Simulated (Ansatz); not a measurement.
NbTe:

```
CELL_PARAMETERS angstrom
3.42570 0.00000 0.00000
0.00000 3.42570 0.00000
0.00000 0.00000 3.42570
ATOMIC_POSITIONS crystal
Nb 0.50000 0.50000 0.50000
Te 0.00000 0.00000 0.00000
```

The cell was built by a generator and needn't be a form met in nature.

```yaml
Program: Ansatz 0.2.0
Task: single point
Functional: PBE
Potentials_or_basis: all-electron LAPW, scalar-relativistic
Cutoff: 208 eV (chosen from the basis error)
Basis_error_allowed: 0.001 eV/atom
k_mesh: 8 × 8 × 8
Occupations: fermi-dirac, width 0.05 eV
Spin: no spin polarisation
```

On this cell: pressure 0.0 GPa; largest force zero by symmetry; band gap on the k mesh none (metal or under the smearing width).

The same run follows on a disturbed copy (atoms moved at random, drawn with an rms of 0.05 Å):

```
Nb Te
1.0
     3.42570    0.00000    0.00000
     0.00000    3.42570    0.00000
     0.00000    0.00000    3.42570
Nb Te
1 1
Cartesian
  1.6892 1.7131 1.6954
  0.0309 -0.0200 0.0281
```

**Question.** What does the disturbed cell give?

**Answer.** The energy (extrapolated to zero smearing) moves by +5.1 meV/atom; pressure 0.3 GPa; largest force 0.283 eV/Å; band gap on the k mesh none (metal or under the smearing width).

Forces on the atoms (eV/Å):
```
Nb   0.209 -0.078  0.175
Te  -0.209  0.078 -0.175
```

Stress tensor (GPa, compression positive):
```
 0.28 -0.16  0.37
-0.16  0.29 -0.14
 0.37 -0.14  0.28
```
